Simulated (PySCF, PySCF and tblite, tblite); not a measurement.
**C6H13N: a path driven as rotation about a bond, and NMR exchange**

How fast is rotation about a bond in C6H13N (`CC(C)N1CCC1`), and when do the exchanging lines merge?

Computed with tblite 0.8.0 (tight binding) and PySCF 2.14.0 (DFT, with response routines of our own); each step states its level. Atoms count from 0 throughout.

## 1. The starting structure

20 atoms, charge 0, multiplicity 1; geometry from: force field or distance geometry start.

Bonds of the start (Å): C0–C1 1.52, C0–H7 1.09, C0–H8 1.10, C0–H9 1.08, C1–C2 1.54, C1–H10 1.10, C1–N3 1.48, C2–H11 1.10, C2–H12 1.09, C2–H13 1.10, C4–C5 1.53, C4–H14 1.10, C4–H15 1.09, C5–C6 1.53, C5–H16 1.10, C5–H17 1.10, C6–H18 1.10, C6–H19 1.10, N3–C4 1.48, N3–C6 1.50.

## 2. GFN2-xTB relaxation, start minimum

The job: settings as JSON, then the geometry in Å.

```
{"job": {"xc": "GFN2-xTB", "basis": "xTB", "kind": "relax"}, "charge": 0, "multiplicity": 1}
C     -1.491700     0.791100    -1.278500
C     -0.897000    -0.144300    -0.241500
C     -1.876000    -0.311100     0.929600
N      0.373000     0.419500     0.261100
C      1.450500     0.321300    -0.750000
C      2.402400    -0.075700     0.378800
C      1.132900    -0.588000     1.067900
H     -2.458400     0.414500    -1.623900
H     -1.664200     1.792200    -0.864300
H     -0.855900     0.892500    -2.150000
H     -0.748400    -1.134300    -0.699400
H     -2.073900     0.644900     1.432000
H     -1.525500    -1.018300     1.684000
H     -2.842600    -0.684700     0.557600
H      1.686100     1.276600    -1.252600
H      1.325200    -0.457800    -1.505500
H      2.882100     0.777100     0.891600
H      3.163700    -0.829400     0.139500
H      1.093500    -0.432300     2.159600
H      0.918700    -1.643100     0.861000
```

Launch:

```bash
$ OMP_NUM_THREADS=1 python ens_run.py task.json out
```

This one command runs the whole study; its stages follow in the order run.

Log:

```text
step      E/eV     max force
  0    -608.84958    2.572
  1    -608.98789    1.093
  2    -609.02326    0.318
  3    -609.03523    0.247
  4    -609.04119    0.252
  5    -609.04853    0.251
  6    -609.05575    0.237
  7    -609.06161    0.190
  8    -609.06657    0.194
  9    -609.07198    0.206
 10    -609.07755    0.211
 11    -609.08220    0.157
 12    -609.08531    0.121
 13    -609.08772    0.144
 14    -609.09013    0.109
 15    -609.09199    0.088
 16    -609.09308    0.070
 17    -609.09364    0.056
 18    -609.09400    0.043
 19    -609.09427    0.039
 20    -609.09451    0.036
 21    -609.09477    0.047
 22    -609.09506    0.049
 23    -609.09532    0.031
 24    -609.09552    0.028
 25    -609.09572    0.034
 26    -609.09600    0.050
 27    -609.09640    0.060
 28    -609.09687    0.057
 29    -609.09735    0.046
 30    -609.09779    0.046
 31    -609.09819    0.049
 32    -609.09853    0.046
 33    -609.09880    0.035
 34    -609.09902    0.031
 35    -609.09923    0.035
 36    -609.09943    0.037
 37    -609.09959    0.028
 38    -609.09967    0.018
 39    -609.09972    0.015
 40    -609.09976    0.015
 41    -609.09979    0.013
 42    -609.09982    0.011
 43    -609.09983    0.009
 44    -609.09984    0.006
 45    -609.09985    0.006
 46    -609.09985    0.006
 47    -609.09986    0.008
 48    -609.09987    0.007
 49    -609.09988    0.006
 50    -609.09989    0.007
 51    -609.09989    0.008
 52    -609.09990    0.006
 53    -609.09991    0.004
 54    -609.09991    0.005
 55    -609.09992    0.005
 56    -609.09992    0.005
 57    -609.09992    0.005
 58    -609.09993    0.005
 59    -609.09994    0.008
 60    -609.09995    0.008
 61    -609.09996    0.007
 62    -609.09997    0.005
 63    -609.09997    0.005
 64    -609.09997    0.005
 65    -609.09998    0.005
 66    -609.09998    0.005
 67    -609.09999    0.005
 68    -609.09999    0.005
 69    -609.10000    0.005
 70    -609.10000    0.005
 71    -609.10001    0.006
 72    -609.10001    0.005
 73    -609.10001    0.005
 74    -609.10002    0.005
 75    -609.10002    0.002
```

It took 0.29 s on 1 thread of AMD EPYC 9R45, shared host.

The energy fell by 0.250 eV, and the atoms moved 0.11 Å (root mean square).

## 3. Relaxed scan, rotation

The job: settings as JSON, then the geometry in Å.

```
{"job": {"xc": "GFN2-xTB", "basis": "xTB", "coordinate": [["t", [0, 1, 3, 4], 0.16666666666666666], ["t", [0, 1, 3, 6], 0.16666666666666666], ["t", [2, 1, 3, 4], 0.16666666666666666], ["t", [2, 1, 3, 6], 0.16666666666666666], ["t", [10, 1, 3, 4], 0.16666666666666666], ["t", [10, 1, 3, 6], 0.16666666666666666]], "kind": "drive"}, "charge": 0, "multiplicity": 1}
C     -1.494307     0.773008    -1.294241
C     -0.929451    -0.200859    -0.263103
C     -1.882086    -0.334750     0.922422
N      0.343803     0.296553     0.207934
C      1.458682     0.388029    -0.735856
C      2.401660    -0.123031     0.357829
C      1.135375    -0.536464     1.114327
H     -2.471732     0.437804    -1.631833
H     -1.592344     1.759090    -0.848067
H     -0.836492     0.847042    -2.156520
H     -0.812085    -1.197854    -0.740648
H     -1.988003     0.628305     1.414705
H     -1.501368    -1.052454     1.644740
H     -2.859415    -0.669122     0.583473
H      1.630284     1.398545    -1.110307
H      1.377364    -0.305804    -1.583660
H      2.953211     0.672121     0.851247
H      3.081310    -0.923210     0.076580
H      1.059173    -0.235775     2.160576
H      0.921272    -1.610496     1.027365
```

Log:

```text
point  coordinate     E/eV
  0     14.600     -609.07294
  1     29.500     -609.01494
  2     44.800     -608.96949
  3     60.100     -608.95915
  4     75.300     -608.98181
  5     90.400     -609.02323
  6    105.100     -609.05517
  7    119.800     -609.05483
```

It took 1.4 s on 1 thread of AMD EPYC 9R45, shared host.

The highest point is number 3, 2.6 kcal/mol above the first.

## 4. Nudged elastic band, leg 1

The job, as its differences from that of step 3:

```diff
@@ -1,2 +1,2 @@
-{"job": {"xc": "GFN2-xTB", "basis": "xTB", "coordinate": [["t", [0, 1, 3, 4], 0.16666666666666666], ["t", [0, 1, 3, 6], 0.16666666666666666], ["t", [2, 1, 3, 4], 0.16666666666666666], ["t", [2, 1, 3, 6], 0.16666666666666666], ["t", [10, 1, 3, 4], 0.16666666666666666], ["t", [10, 1, 3, 6], 0.16666666666666666]], "kind": "drive"}, "charge": 0, "multiplicity": 1}
+{"job": {"xc": "GFN2-xTB", "basis": "xTB", "kind": "neb"}, "charge": 0, "multiplicity": 1}
 C     -1.494307     0.773008    -1.294241
```

Log:

```text
image   E - E0 / eV
  0       0.0000
  1       0.0537
  2       0.1292
  3       0.1383
  4       0.0902
  5       0.0463
  6       0.0393
```

Run time: 0.88 s. Hardware: 1 thread of AMD EPYC 9R45, shared host.

The highest point is number 3, 3.2 kcal/mol above the first.

## 5. Saddle search, leg 1

The job: settings as JSON, then the geometry in Å.

```
{"job": {"xc": "GFN2-xTB", "basis": "xTB", "kind": "saddle"}, "charge": 0, "multiplicity": 1}
C     -1.326829     0.187397    -1.431818
C     -1.010197    -0.328561    -0.027845
C     -2.022515     0.236182     0.976196
N      0.327004     0.000977     0.433133
C      1.280376     0.834001    -0.292778
C      2.414948    -0.015526     0.292282
C      1.328929    -1.023917     0.680866
H     -2.353827    -0.062653    -1.688229
H     -1.216032     1.268811    -1.471955
H     -0.671606    -0.263951    -2.172897
H     -1.102614    -1.425586    -0.036097
H     -1.945656     1.319614     0.998975
H     -1.812411    -0.143121     1.972344
H     -3.037287    -0.041503     0.701122
H      1.244570     1.885818    -0.001319
H      1.228941     0.762826    -1.385454
H      2.896435     0.446706     1.148855
H      3.167709    -0.364362    -0.410219
H      1.333628    -1.385255     1.712717
H      1.276436    -1.887897     0.002121
```

Log:

```text
step      E/eV     max force
  0    -608.96176   0.0329
  1    -608.95977   0.0350
  2    -608.95865   0.0487
  3    -608.95903   0.0223
  4    -608.95903   0.0022
lowest wavenumbers (cm-1): -72.9 126.8 193.5 229.4 253.3 283.1
```

Wall time 1.5 s (1 thread of AMD EPYC 9R45, shared host).

Point group C1; 1 imaginary mode, 73i cm⁻¹, carried by C4, C6, C2, C0. Steps downhill from it reached both ends.

## 6. Shieldings, start: PBE0/pcSseg-1

The job: settings as JSON, then the geometry in Å.

```
{"job": {"kind": "nmr", "xc": "PBE0", "basis": "pcSseg-1", "pop": false}, "charge": 0, "multiplicity": 1}
C     -1.494307     0.773008    -1.294241
C     -0.929451    -0.200859    -0.263103
C     -1.882086    -0.334750     0.922422
N      0.343803     0.296553     0.207934
C      1.458682     0.388029    -0.735856
C      2.401660    -0.123031     0.357829
C      1.135375    -0.536464     1.114327
H     -2.471732     0.437804    -1.631833
H     -1.592344     1.759090    -0.848067
H     -0.836492     0.847042    -2.156520
H     -0.812085    -1.197854    -0.740648
H     -1.988003     0.628305     1.414705
H     -1.501368    -1.052454     1.644740
H     -2.859415    -0.669122     0.583473
H      1.630284     1.398545    -1.110307
H      1.377364    -0.305804    -1.583660
H      2.953211     0.672121     0.851247
H      3.081310    -0.923210     0.076580
H      1.059173    -0.235775     2.160576
H      0.921272    -1.610496     1.027365
```

Log:

```text
coarse grid: 15640 points
cycle   1  E = -290.6997984517  dE =  7.577e-01  |g| = 4.182e-01  |ddm| = 3.769e+00
cycle   2  E = -290.6911949845  dE =  8.603e-03  |g| = 4.709e-01  |ddm| = 9.164e-01
cycle   3  E = -290.7474104175  dE = -5.622e-02  |g| = 6.063e-02  |ddm| = 5.252e-01
cycle   4  E = -290.7479547565  dE = -5.443e-04  |g| = 3.057e-02  |ddm| = 7.167e-02
cycle   5  E = -290.7481459299  dE = -1.912e-04  |g| = 4.262e-03  |ddm| = 2.990e-02
cycle   6  E = -290.7481495059  dE = -3.576e-06  |g| = 7.634e-04  |ddm| = 4.229e-03
final grid: 148080 points
cycle   7  E = -290.7906874987  dE = -5.395e-05  |g| = 9.885e-03  |ddm| = 3.684e-02
cycle   8  E = -290.7906786011  dE =  8.898e-06  |g| = 1.156e-02  |ddm| = 2.061e-02
cycle   9  E = -290.7907130174  dE = -3.442e-05  |g| = 9.451e-04  |ddm| = 1.165e-02
cycle  10  E = -290.7907131876  dE = -1.702e-07  |g| = 3.041e-04  |ddm| = 1.109e-03
cycle  11  E = -290.7907132057  dE = -1.811e-08  |g| = 3.912e-05  |ddm| = 2.575e-04
cycle  12  E = -290.7907132060  dE = -2.664e-10  |g| = 1.721e-05  |ddm| = 4.824e-05
converged SCF energy = -290.7907132060

GIAO shielding tensors (ppm)
atom      isotropic    diamagn.    paramagn.     s11        s22        s33       span
  0 C      164.715     247.928     -83.213    149.242    157.505    187.399     38.157
  1 C      125.864     244.370    -118.506     98.697    120.673    158.222     59.525
  2 C      164.705     247.931     -83.226    149.225    157.493    187.398     38.173
  3 N      205.434     324.188    -118.754    158.335    217.952    240.016     81.681
  4 C      132.493     248.023    -115.530    108.998    117.653    170.829     61.831
  5 C      171.210     255.607     -84.397    161.273    171.088    181.271     19.998
  6 C      132.492     248.011    -115.519    108.984    117.657    170.836     61.852
  7 H       30.951      30.114       0.836     26.741     28.399     37.711     10.971
  8 H       30.980      30.991      -0.012     27.819     28.676     36.444      8.625
  9 H       30.509      31.238      -0.729     25.544     29.937     36.046     10.503
 10 H       29.661      32.872      -3.211     27.572     28.754     32.657      5.084
 11 H       30.980      30.992      -0.013     27.819     28.677     36.443      8.625
 12 H       30.508      31.237      -0.729     25.544     29.935     36.046     10.502
 13 H       30.948      30.112       0.836     26.739     28.397     37.708     10.970
 14 H       28.115      31.200      -3.086     24.176     26.157     34.012      9.836
 15 H       28.814      31.866      -3.052     25.046     28.498     32.900      7.854
 16 H       29.576      31.061      -1.485     26.010     27.203     35.514      9.503
 17 H       29.988      30.467      -0.479     25.422     27.965     36.576     11.153
 18 H       28.114      31.197      -3.083     24.176     26.155     34.011      9.836
 19 H       28.813      31.861      -3.048     25.044     28.494     32.900      7.856
```

It took 15 s on 1 thread of AMD EPYC 9R45, shared host; peak memory 0.86 GiB.

Key values: HOMO -6.09 eV, LUMO 1.54 eV; dipole 0.81 D.

(Part 1 of 2 ends here.)
